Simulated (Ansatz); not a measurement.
# ScHg: a run for elastic constants

Aim: a sound run for elastic constants of ScHg. The structure is shown as the input types it.

Method: DFT, LDA, PAW with Ansatz's default frozen-core files, scalar-relativistic; elastic constants from stresses of strained cells, in Ansatz 0.2.0.

1 further run of the same task is left out (set aside as unsound or not needed). Runs told in other sessions of the task aren't counted.

### Step 1. The starting structure

It takes space group Pm-3m (No. 221, cubic). The conventional cell has a = 3.426 Å, b = 3.426 Å, c = 3.426 Å, α = 90.00°, β = 90.00°, γ = 90.00°. Sc (site symmetry m-3m) is surrounded by 8 Hg at 2.97 Å. Hg (site symmetry m-3m) has 8 Sc at 2.97 Å in its first shell of neighbours.

The input asks for a charge of -6 e on the cell.

Structure file:

```cif
data_structure
_symmetry_space_group_name_H-M 'P 1'
_symmetry_Int_Tables_number 1
_cell_length_a 3.4263
_cell_length_b 3.4263
_cell_length_c 3.4263
_cell_angle_alpha 90.000
_cell_angle_beta 90.000
_cell_angle_gamma 90.000
_cell_volume 40.22
loop_
_atom_site_label
_atom_site_type_symbol
_atom_site_fract_x
_atom_site_fract_y
_atom_site_fract_z
_atom_site_occupancy
Sc1 Sc 0.50000 0.50000 0.50000 1
Hg1 Hg 0.00000 0.00000 0.00000 1
```

### Step 2. Input and run

Input file input.yaml:

```yaml
crystal:
  lattice:
    - [3.42629816539, 0.0, 0.0]
    - [0.0, 3.42629816539, 0.0]
    - [0.0, 0.0, 3.42629816539]
  atoms:
    - { symbol: Sc, position: [0.5, 0.5, 0.5] }
    - { symbol: Hg, position: [0.0, 0.0, 0.0] }
kpoints:
  mp_grid: { grid: [14, 14, 14] }
scf:
  occupations: { method: fermi_dirac, width: 0.1 }
  max_iter: 80
hamiltonian:
  xc: lda
  pseudopotentials: { kind: paw }
elastic:
  mode: relaxed_ion
  stencil: two_point
  amplitude: 0.005
total_charge: -6
```

Run with:

```sh
> ansatz run input.yaml --threads 1 --pin off --max-ram 2560MiB --backend cpu --events-out ev --progress --plain --runs-dir out
```

Q: Will this input give a usable result? If not, why, and what should change?

The run converged and reported no error. It gives a pressure of -33 GPa, which is large.

The suspect setting: total_charge is -6. The net charge is not the one intended, so the run treats another number of electrons.

Run again and compare: delete total_charge (the default then holds).
